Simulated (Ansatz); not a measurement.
# Sn3Se (Pm-3m) in Ansatz: further runs

The runs below take Sn3Se through single point, with PBEsol.

Everything below comes from runs of Ansatz 0.2.0. Logs are shortened: lines on timing, memory, paths and dates and some standing lists are left out, and cuts for length are marked.

**1. The structure**

Symmetry: Pm-3m, No. 221, cubic system. The conventional cell has a = 4.742 Å, b = 4.742 Å, c = 4.742 Å, α = 90.00°, β = 90.00°, γ = 90.00°. Sn (site symmetry 4/mmm) has 8 Sn at 3.35 Å and 4 Se at 3.35 Å as nearest neighbours. Se (site symmetry m-3m) has 12 Sn at 3.35 Å as nearest neighbours.

The cell comes from a database or a generator and needn't be the stable form of this composition.

**2. Single point, PBEsol, 25.06 Å³/atom (volume scaled by 0.94)**

File input.yaml:

```yaml
crystal:
  lattice:
    - [4.6450787976, 0.0, 0.0]
    - [0.0, 4.6450787976, 0.0]
    - [0.0, 0.0, 4.6450787976]
  atoms:
    - { symbol: Sn, position: [0.5, 0.5, 0.0] }
    - { symbol: Sn, position: [0.5, 0.0, 0.5] }
    - { symbol: Sn, position: [0.0, 0.5, 0.5] }
    - { symbol: Se, position: [0.0, 0.0, 0.0] }
kpoints:
  mp_grid: { grid: [6, 6, 6] }
scf:
  occupations: { method: fermi_dirac, width: 0.05 }
hamiltonian:
  xc: pbesol
  pseudopotentials: { kind: all_electron, lapw: { basis_error: 0.001 } }
output:
  forces: true
  stress: true
  eigenvalues: true
```

Potentials or basis: all-electron LAPW, scalar-relativistic.

On the command line:

```console
> ansatz run input.yaml --threads 2 --pin off --max-ram 8192MiB --backend cpu --events-out ev --progress --plain --runs-dir out
```

Log:

```text
Warning: RAYON_NUM_THREADS=2 ignored (pool sized by the plan → 2); use --threads N
LAPW: plane waves up to 6.693 Å⁻¹, error target 1.0e-3 eV per atom; small_component_spin mean_spin; Se in spheres of 1.642 Å, 24 of its electrons in bands, Dirac shells []; Sn in spheres of 1.642 Å, 22 of its electrons in bands, Dirac shells [] (how accurate: hamiltonian.pseudopotentials.lapw.basis_error, Limitations)
Engine: ansatz 0.2.0, aarch64-unknown-linux-gnu
Pseudopotentials: kind: all_electron
Pseudopotential: Sn, LAPW, valence charge 22, lapw/all_electron/scalar/gaussian/Sn, Koelling and Harmon's equation, gaussian nucleus
Pseudopotential: Se, LAPW, valence charge 24, lapw/all_electron/scalar/gaussian/Se, Koelling and Harmon's equation, gaussian nucleus
Functional definition: PBEsol
  exchange = pbesol_x
  correlation = pbesol_c
Crystal: 4 atoms, lattice volume = 100.226 Å³
Basis set: ecut = 170.67976765632315 eV, 485 PW (Γ), exchange–correlation at level 2
Bands: 54, of which v1, the nominal top of the filled ones, is band 45 counted from 1 (44 counted from 0)
Symmetry: 48 space group operations
Space group: Pm-3m (ITA 221), of the structure as read, at distance tolerance 4.6e-5 Å
k-points: 20 of 216
Non-local potential: Sn, projectors of the file, none
Non-local potential: Se, projectors of the file, none
Initial density: superposition of atomic densities (chi_scale 0.1, normalization cell, long waves kept (reshape's long-wave potential 0.02 eV rms))
Initial wavefunctions: plane waves of lowest kinetic energy (no species holds an atomic orbital)
Functional: x = pbesol(κ = 0.804, μ = 0.12345679012345678), c = pbesol(β = 0.046)
iter 1 solved again at ethr=2.60e-4 eV; its pass at ethr=1.00e-1 eV (dr2=2.34e-1 eV) is discarded
SCF iter   1: F=—  HF=-570125.981306 eV  |F-HF|=—  |Δ(HF+E_count)|=         —  Δρ=1.11e-2  dr2=2.34e-1  ethr=2.60e-4  ⟨swp⟩=3.0  Hψ=6873  notcnv=0
preconditioner: auto → Kerker (q_TF=auto, 2.680 Å⁻¹)  [metal: Δε(μ)=0.031 eV  Ē_g=19.189 eV  σ=0.050 eV  W_gap=0.15  n_scr=26 (ndim 8)  ℏωp=25.7 eV  f_vac=0.000  D(μ)=2.36/eV (n_scr^D=18)]
SCF iter   2: F=—  HF=-570125.866322 eV  |F-HF|=—  |Δ(HF+E_count)|=   1.15e-1  Δρ=5.81e-3  dr2=6.40e-2  ethr=2.60e-4  ⟨swp⟩=2.0  Hψ=3404  notcnv=0
SCF iter   3: F=—  HF=-570125.853866 eV  |F-HF|=—  |Δ(HF+E_count)|=   1.25e-2  Δρ=4.25e-3  dr2=3.73e-2  ethr=7.11e-5  ⟨swp⟩=2.0  Hψ=3263  notcnv=0
SCF iter   4: F=—  HF=-570125.846576 eV  |F-HF|=—  |Δ(HF+E_count)|=         —  Δρ=1.56e-3  dr2=5.43e-3  ethr=4.15e-5  ⟨swp⟩=2.0  Hψ=3268  notcnv=0
the basis was enlarged: its passes take 125.1 KiB over the memory plan, 2 of 2 planned eigensolver slots
SCF iter   5: F=—  HF=-570125.846906 eV  |F-HF|=—  |Δ(HF+E_count)|=   3.30e-4  Δρ=6.87e-4  dr2=1.19e-3  ethr=6.03e-6  ⟨swp⟩=2.0  Hψ=3254  notcnv=0
SCF iter   6: F=—  HF=-570125.846248 eV  |F-HF|=—  |Δ(HF+E_count)|=   6.57e-4  Δρ=3.05e-4  dr2=1.98e-4  ethr=1.32e-6  ⟨swp⟩=2.0  Hψ=3252  notcnv=0
SCF iter   7: F=—  HF=-570125.846232 eV  |F-HF|=—  |Δ(HF+E_count)|=   1.65e-5  Δρ=1.57e-4  dr2=6.43e-5  ethr=2.20e-7  ⟨swp⟩=2.0  Hψ=3252  notcnv=0
SCF iter   8: F=—  HF=-570125.846226 eV  |F-HF|=—  |Δ(HF+E_count)|=   6.22e-6  Δρ=4.47e-5  dr2=7.91e-6  ethr=7.14e-8  ⟨swp⟩=2.0  Hψ=3252  notcnv=0
iter 9 solved again at ethr=6.42e-10 eV; its pass at ethr=8.78e-9 eV (dr2=5.78e-7 eV) is discarded
SCF iter   9: F=—  HF=-570125.846224 eV  |F-HF|=—  |Δ(HF+E_count)|=   1.72e-6  Δρ=1.81e-5  dr2=5.77e-7  ethr=6.42e-10  ⟨swp⟩=2.0  Hψ=5466  notcnv=0
SCF iter  10: F=-570125.846224 eV  HF=-570125.846224 eV  |F-HF|=6.48e-8  |Δ(HF+E_count)|=   1.06e-7  Δρ=6.45e-6  dr2=9.82e-8  ethr=6.42e-10  ⟨swp⟩=2.0  Hψ=3252  notcnv=0
SCF 1 converged in 10 iterations: F = -570125.846224 eV  dr2 = 9.82e-8
SCF converged after 10 iterations
Free energy (F): -570125.846224 eV
Harris-Foulkes:  -570125.846224 eV  (|F-HF|=6.48e-8)
Internal energy: -570125.824743 eV  (E = F + TS)
E sigma→0 (E₀):  -570125.835484 eV
Entropy (-TS):   -0.021480 eV (-5.370 meV/atom)
Fermi energy:    13.727081 eV
--- Per-component energies (eV) ---
  E_band       = -3603.895785
  E_kinetic    = 597715.518507
  E_xc         = -15616.437752
  E_electrostatic = -1152224.905499  (all electrons and nuclei)
  E_smearing   = -0.021480  (= −TS)
  E_closure    = 0.000000  (closes the sum)
  E_atoms      = -570109.360361  (free atoms, spherical and without spin; not in F)
  Σ components = -570125.846224   (vs F -570125.846224, Δ=0.00e0)
  Basis errors (estimates in eV, not in F): energy 1.8e-4 per atom: plane waves 1.6e-4 (7.9e-5 summed), levels above the bands 2.8e-52, relativity 9.9e-9, radial functions 2.1e-5, core shells 7.0e-10; eigenvalues (radial functions only) 2.0e-6; not estimated: angular momenta, meshes, grids; target (lapw.basis_error) 1.0e-3; muffin-tin radii Se 1.642 Å, Sn 1.642 Å
--- Forces (eV/Å), atoms counted from 1 ---
  atom   1  Sn    -0.00000000    -0.00000000    -0.00000000
  atom   2  Sn    -0.00000000    -0.00000000     0.00000000
  atom   3  Sn     0.00000000    -0.00000000     0.00000000
  atom   4  Se    -0.00000000     0.00000000     0.00000000
  max |Σ_I F_I| component: 5.91e-31 eV/Å
--- Stress (GPa, compression-positive) ---
        0.431075       0.000000       0.000000
        0.000000       0.431075       0.000000
        0.000000       0.000000       0.431075
  P = ⅓ Tr σ = 0.4311 GPa (4.311 kbar)
--- Band table (eV; the first three rows and the last of 20) ---
  k-point 0: bands = ["-194.3425", "-134.0068", "-134.0068", "-134.0068", "-115.6972", "-115.6969", "-115.6969", "-71.5506", "-71.5506", "-71.5506", "-71.5503", "-71.5503", "-71.5503", "-71.4913", "-71.4913", "-71.4913", "-34.4349", "-34.4349", "-34.4349", "-34.4346", "-34.4346", "-7.9882", "-7.9882", "-7.9882", "-7.9395", "-7.9395", "-7.9383", "-7.8548", "-7.8548", "-7.8548", "-7.7751", "-7.7517", "-7.7517", "-7.6931", "-7.6931", "-7.6931", "-0.1301", "4.5155", "8.9394", "8.9394", "9.1268", "9.1268", "9.1268", "13.7040", "13.7040", "13.7040", "16.1286", "16.1286", "16.1286", "18.0127", "19.3081", "19.3081", "19.4473", "19.4473"]
  k-point 1: bands = ["-194.3425", "-134.0068", "-134.0068", "-134.0068", "-115.6972", "-115.6970", "-115.6969", "-71.5506", "-71.5506", "-71.5506", "-71.5503", "-71.5503", "-71.5503", "-71.4913", "-71.4913", "-71.4913", "-34.4349", "-34.4349", "-34.4349", "-34.4346", "-34.4346", "-7.9850", "-7.9709", "-7.9709", "-7.9383", "-7.9294", "-7.9263", "-7.8579", "-7.8550", "-7.8550", "-7.7841", "-7.7615", "-7.7515", "-7.7130", "-7.7130", "-7.6931", "-0.0391", "4.3959", "7.5468", "9.0396", "9.3157", "9.3157", "10.9093", "13.3450", "13.4050", "13.4050", "15.1709", "15.7437", "15.7437", "18.7171", "19.4265", "19.5970", "19.8194", "19.8194"]
  k-point 2: bands = ["-194.3425", "-134.0068", "-134.0068", "-134.0068", "-115.6971", "-115.6970", "-115.6969", "-71.5506", "-71.5505", "-71.5505", "-71.5503", "-71.5503", "-71.5503", "-71.4913", "-71.4913", "-71.4913", "-34.4349", "-34.4349", "-34.4349", "-34.4346", "-34.4346", "-7.9781", "-7.9359", "-7.9252", "-7.9252", "-7.9039", "-7.8960", "-7.8647", "-7.8539", "-7.8539", "-7.8074", "-7.7873", "-7.7656", "-7.7656", "-7.7509", "-7.6931", "0.1686", "4.0572", "6.7613", "9.2737", "9.8310", "9.8310", "11.8750", "12.4775", "12.4775", "13.9358", "13.9541", "15.7871", "15.7871", "18.0540", "18.6228", "18.6228", "19.8774", "20.0342"]
  k-point 19: bands = ["-194.3425", "-134.0068", "-134.0068", "-134.0068", "-115.6970", "-115.6970", "-115.6970", "-71.5517", "-71.5517", "-71.5517", "-71.5492", "-71.5492", "-71.5492", "-71.4938", "-71.4901", "-71.4901", "-34.4349", "-34.4349", "-34.4349", "-34.4346", "-34.4346", "-7.9563", "-7.9379", "-7.9379", "-7.9379", "-7.9093", "-7.9093", "-7.9093", "-7.8352", "-7.8352", "-7.7754", "-7.7754", "-7.7754", "-7.7363", "-7.7363", "-7.7363", "0.7673", "6.8039", "6.8039", "6.8039", "8.1265", "8.1265", "8.1265", "8.7171", "15.9128", "15.9128", "15.9128", "20.0078", "20.0078", "20.2693", "20.2693", "20.2693", "20.9927", "23.6415"]
```

Wall time 8.5 s (2 threads of Arm Neoverse V2, shared host); peak memory 0.41 GiB.

Results:

| Item | Value |
| --- | --- |
| Free energy | -570125.8462 eV |
| Pressure | 0.4 GPa |
| Band gap on the k mesh | none (metal or under the smearing width) |

**3. Single point, PBEsol, 25.59 Å³/atom (volume scaled by 0.96)**

Edit input.yaml of step 2 so:

```diff
@@ -2,5 +2,5 @@
   lattice:
-    - [4.6450787976, 0.0, 0.0]
-    - [0.0, 4.6450787976, 0.0]
-    - [0.0, 0.0, 4.6450787976]
+    - [4.6777916979, 0.0, 0.0]
+    - [0.0, 4.6777916979, 0.0]
+    - [0.0, 0.0, 4.6777916979]
   atoms:
```

Potentials or basis: all-electron LAPW, scalar-relativistic.

On the command line:

```console
> ansatz run input.yaml --threads 2 --pin off --max-ram 8192MiB --backend cpu --events-out ev --progress --plain --runs-dir out
```

It took 9 s on 2 threads of Arm Neoverse V2, shared host; peak memory 0.4 GiB.

The run converged. Its results:

| Item | Value |
| --- | --- |
| Free energy | -570125.8443 eV |
| Pressure | -0.7 GPa |
| Band gap on the k mesh | none (metal or under the smearing width) |

**4. Single point, PBEsol, 26.12 Å³/atom (volume scaled by 0.98)**

Edit input.yaml of step 3 so:

```diff
@@ -2,5 +2,5 @@
   lattice:
-    - [4.6777916979, 0.0, 0.0]
-    - [0.0, 4.6777916979, 0.0]
-    - [0.0, 0.0, 4.6777916979]
+    - [4.7100533498, 0.0, 0.0]
+    - [0.0, 4.7100533498, 0.0]
+    - [0.0, 0.0, 4.7100533498]
   atoms:
```

On the command line:

```console
> ansatz run input.yaml --threads 2 --pin off --max-ram 8192MiB --backend cpu --events-out ev --progress --plain --runs-dir out
```

It took 9 s on 2 threads of Arm Neoverse V2, shared host; peak memory 0.41 GiB.

The run converged. Its results:

| Property | Result |
| --- | --- |
| Free energy | -570125.8281 eV |
| Pressure | -1.7 GPa |
| Band gap on the k mesh | none (metal or under the smearing width) |

**5. Single point, PBEsol, 26.66 Å³/atom**

Edit input.yaml of step 4 so:

```diff
@@ -2,5 +2,5 @@
   lattice:
-    - [4.7100533498, 0.0, 0.0]
-    - [0.0, 4.7100533498, 0.0]
-    - [0.0, 0.0, 4.7100533498]
+    - [4.741879, 0.0, 0.0]
+    - [0.0, 4.741879, 0.0]
+    - [0.0, 0.0, 4.741879]
   atoms:
```

On the command line:

```console
> ansatz run input.yaml --threads 2 --pin off --max-ram 8192MiB --backend cpu --events-out ev --progress --plain --runs-dir out
```

It took 8.3 s on 2 threads of Arm Neoverse V2, shared host; peak memory 0.4 GiB.

It converged, with:

| Quantity | Value |
| --- | --- |
| Free energy | -570125.7989 eV |
| Pressure | -2.6 GPa |
| Band gap on the k mesh | none (metal or under the smearing width) |

**6. Single point, PBEsol, 27.19 Å³/atom (volume scaled by 1.02)**

Edit input.yaml of step 5 so:

```diff
@@ -2,5 +2,5 @@
   lattice:
-    - [4.741879, 0.0, 0.0]
-    - [0.0, 4.741879, 0.0]
-    - [0.0, 0.0, 4.741879]
+    - [4.7732830874, 0.0, 0.0]
+    - [0.0, 4.7732830874, 0.0]
+    - [0.0, 0.0, 4.7732830874]
   atoms:
```

Potentials or basis: all-electron LAPW, scalar-relativistic.

On the command line:

```console
> ansatz run input.yaml --threads 2 --pin off --max-ram 8192MiB --backend cpu --events-out ev --progress --plain --runs-dir out
```

It took 7.8 s on 2 threads of Arm Neoverse V2, shared host; peak memory 0.39 GiB.

The run converged. Its results:

```yaml
Free_energy: -570125.7583 eV
Pressure: -3.5 GPa
Band_gap_on_the_k_mesh: none (metal or under the smearing width)
```

**7. Single point, PBEsol, 27.72 Å³/atom (volume scaled by 1.04)**

Edit input.yaml of step 6 so:

```diff
@@ -2,5 +2,5 @@
   lattice:
-    - [4.7732830874, 0.0, 0.0]
-    - [0.0, 4.7732830874, 0.0]
-    - [0.0, 0.0, 4.7732830874]
+    - [4.8042793006, 0.0, 0.0]
+    - [0.0, 4.8042793006, 0.0]
+    - [0.0, 0.0, 4.8042793006]
   atoms:
```

On the command line:

```console
> ansatz run input.yaml --threads 2 --pin off --max-ram 8192MiB --backend cpu --events-out ev --progress --plain --runs-dir out
```

Run time: 8.3 s. Hardware: 2 threads of Arm Neoverse V2, shared host; peak memory 0.39 GiB.

The run converged. Its results:

```yaml
Free_energy: -570125.7072 eV
Pressure: -4.2 GPa
Band_gap_on_the_k_mesh: none (metal or under the smearing width)
```

**8. Single point, PBEsol, 28.26 Å³/atom (volume scaled by 1.06)**

Edit input.yaml of step 7 so:

```diff
@@ -2,5 +2,5 @@
   lattice:
-    - [4.8042793006, 0.0, 0.0]
-    - [0.0, 4.8042793006, 0.0]
-    - [0.0, 0.0, 4.8042793006]
+    - [4.8348806308, 0.0, 0.0]
+    - [0.0, 4.8348806308, 0.0]
+    - [0.0, 0.0, 4.8348806308]
   atoms:
```

On the command line:

```console
> ansatz run input.yaml --threads 2 --pin off --max-ram 8192MiB --backend cpu --events-out ev --progress --plain --runs-dir out
```

It took 8.2 s on 2 threads of Arm Neoverse V2, shared host; peak memory 0.39 GiB.

Results (log left out):

| Quantity | Value |
| --- | --- |
| Free energy | -570125.6470 eV |
| Pressure | -4.8 GPa |
| Band gap on the k mesh | none (metal or under the smearing width) |
